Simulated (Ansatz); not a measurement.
# C₂H₈NSi radical: up Jacob's ladder to CCSD(T)

The task here is to estimate one member of a computed series from the others.

Program: Ansatz 0.2.0, Gaussian basis. Level of theory: functionals in def2-TZVPP, the program's frozen cores in correlated methods. These are calculated values, not measurements.

The runs, in order: LDA (SPW92), PBE-D4, revPBE-D4, BLYP-D4, r2SCAN-D4, B97M-V, PBE0-D4, B3LYP-D4, r2SCANh-D4, r2SCAN0-D4, HSE06-D4, BHLYP-D4, CAM-B3LYP-D4, LC-ωPBE, ωB97X-V, ωB97M-V, B2PLYP, PBE-QIDH; CCSD(T)/def2-SVP; CCSD(T)/def2-TZVPP; MP2/def2-QZVPP; extrapolation to the limit; RPA on PBE.

## The relaxed structure

An earlier PBE0-D4 in a triple-zeta def2 set relaxation fixed the geometry.

SMILES `CN(C)[SiH2]`, 12 atoms, charge 0, spin multiplicity 2.

Atoms are counted from 1 here; the program's logs count them from 0.

Bond lengths: C1–N2 1.441 Å, C1–H5 1.097 Å, C1–H6 1.099 Å, C1–H7 1.091 Å, N2–C3 1.441 Å, N2–Si4 1.724 Å, C3–H8 1.099 Å, C3–H9 1.097 Å, C3–H10 1.091 Å, Si4–H11 1.495 Å, Si4–H12 1.495 Å. Angles: N2–C1–H5 110.4°, N2–C1–H6 112.2°, N2–C1–H7 110.5°, H5–C1–H6 107.6°, H5–C1–H7 107.9°, H6–C1–H7 108.1°, C1–N2–C3 113.9°, C1–N2–Si4 121.8°, C3–N2–Si4 121.8°, N2–C3–H8 112.2°, N2–C3–H9 110.4°, N2–C3–H10 110.5°, H8–C3–H9 107.6°, H8–C3–H10 108.1°, H9–C3–H10 107.9°, N2–Si4–H11 106.6°, N2–Si4–H12 106.7°, H11–Si4–H12 110.7°.

The first run:

Input file in.yaml:

```yaml
crystal:
  periodic: [false, false, false]
  atoms:
    - {symbol: C, position_ang: [-0.374340, 1.052125, -0.802338]}
    - {symbol: N, position_ang: [-0.051955, -0.102348, -0.002787]}
    - {symbol: C, position_ang: [1.123312, 0.061853, 0.814412]}
    - {symbol: Si, position_ang: [-1.205791, -1.345200, 0.305153]}
    - {symbol: H, position_ang: [0.455586, 1.292108, -1.478814]}
    - {symbol: H, position_ang: [-0.569558, 1.941737, -0.187280]}
    - {symbol: H, position_ang: [-1.259073, 0.859533, -1.411774]}
    - {symbol: H, position_ang: [1.019283, 0.889764, 1.529658]}
    - {symbol: H, position_ang: [1.998306, 0.273378, 0.187038]}
    - {symbol: H, position_ang: [1.327067, -0.850403, 1.377920]}
    - {symbol: H, position_ang: [-1.956297, -1.558672, -0.970509]}
    - {symbol: H, position_ang: [-0.429538, -2.569173, 0.673322]}
basis:
  gaussian: {orbitals: def2-TZVPP}
magnetization: {spin_polarized: true, initial_magnetization: 1}
hamiltonian: {xc: lda}
output: {orbitals: {seedname: orbitals}}
```

Command:

```
$ ansatz run in.yaml --threads 4 --pin off --events-out ev --progress --plain --max-ram 10444MiB
```

Steps of the session up to this table: LDA; PBE-D4 (GGA); revPBE-D4 (GGA); BLYP-D4 (GGA); r2SCAN-D4 (meta-GGA); B97M-V (meta-GGA); B3LYP-D4 (hybrid); r2SCANh-D4 (hybrid); r2SCAN0-D4 (hybrid); HSE06-D4 (hybrid); BHLYP-D4 (hybrid); CAM-B3LYP-D4 (range-separated); LC-ωPBE (range-separated); ωB97X-V (range-separated); ωB97M-V (range-separated); B2PLYP (double hybrid); PBE-QIDH (double hybrid).

One of the session's tables, all rows but one given; the rest of the session is left out.

It belongs to the step «Frontier levels by functional». 

| functional | HOMO (eV) | LUMO (eV) | gap (eV) |
| --- | --- | --- | --- |
| LDA (SPW92) | -3.89 | -2.94 | 0.95 |
| PBE-D4 | -3.93 | -2.59 | 1.34 |
| revPBE-D4 | -3.92 | -2.48 | 1.43 |
| BLYP-D4 | -3.76 | -2.61 | 1.15 |
| r2SCAN-D4 | -4.24 | -2.19 | 2.06 |
| B97M-V | -4.10 | -2.71 | 1.39 |
| PBE0-D4 | -5.07 | -1.70 | 3.37 |
| B3LYP-D4 | -4.82 | -2.08 | 2.74 |
| r2SCANh-D4 | -4.67 | -1.88 | 2.79 |
| r2SCAN0-D4 | -5.31 | -1.42 | 3.89 |
| HSE06-D4 | ? | ? | ? |
| BHLYP-D4 | -6.07 | -0.93 | 5.14 |
| CAM-B3LYP-D4 | -6.30 | -0.82 | 5.48 |
| LC-ωPBE | -7.66 | 0.54 | 8.20 |
| ωB97X-V | -7.22 | 0.05 | 7.27 |
| ωB97M-V | -6.90 | -0.13 | 6.77 |

**Question.** Estimate the row for HSE06-D4.

As computed: HOMO (eV): -4.68; LUMO (eV): -2.08; gap (eV): 2.60. In the column «HOMO (eV)» it lies between B3LYP-D4 (-4.82) and r2SCANh-D4 (-4.67).
